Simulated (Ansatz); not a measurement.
What does this script print? It uses the Ansatz DFT code, driven from Python.

The script, `methods_alclfh3si.py`:
```python
"""AlClFH3Si at several levels of theory."""

from dataclasses import dataclass
import logging
import sys

import ansatz as az

logging.basicConfig(stream=sys.stdout, format="[%(levelname)s] %(message)s")
log = logging.getLogger("run")
log.setLevel(logging.INFO)


@dataclass
class Options:
    basis: str = "def2-SVP"


opts = Options()

GEOMETRY = """
F    -1.73110   -1.66670    1.34380
Al   -0.79300   -1.10420   -0.08010
Si    0.63600    0.74550    0.10550
Cl    0.18800    2.23090   -1.26140
H    -0.89870   -1.89100   -1.48450
H     0.58600    1.30430    1.48150
H     2.07400    0.31310   -0.15030
"""

molecule = az.Crystal.molecule()
for line in GEOMETRY.strip().splitlines():
    symbol, *xyz = line.split()
    molecule = molecule.atom(symbol, [float(v) for v in xyz])

base = molecule.calculation().basis(gaussian=opts.basis)

methods = ["mp2", "ccsd", "ccsd_t"]
reports = [base.correlation(m).run(threads=1, backend="cpu").report for m in methods]
log.info(f"Hartree-Fock reference {reports[0]['reference_energy_ev'] / 27.211386246:.6f} Ha")
best = reports[-1]["free_energy_ev"] - reports[-1]["reference_energy_ev"]
for method, each in zip(methods, reports):
    gained = each["free_energy_ev"] - each["reference_energy_ev"]
    log.info(f"{method:8s} total {each['free_energy_ev'] / 27.211386246:.6f} Ha  correlation {gained:9.4f} eV  ({100 * gained / best:.1f} % of the last)")
```

```console
$ python methods_alclfh3si.py
[INFO] Hartree-Fock reference -1091.239489 Ha
[INFO] mp2      total -1091.717044 Ha  correlation  -12.9949 eV  (90.1 % of the last)
[INFO] ccsd     total -1091.759617 Ha  correlation  -14.1534 eV  (98.1 % of the last)
[INFO] ccsd_t   total -1091.769751 Ha  correlation  -14.4291 eV  (100.0 % of the last)
```

Notes:
- Total energies depend on the basis set; only differences at equal settings carry meaning.
- The geometry is a force-field or estimated start, not a minimum of this method, and the basis set is short of its limit. A lower total doesn't mark the better method: functionals have no common bound, and MP2 and coupled cluster aren't variational.
- Inner cores stay frozen, so this is valence correlation.
- Timing: 8.1 s on 1 thread of Arm Neoverse V2, on a shared host, peak memory 0.28 GiB.
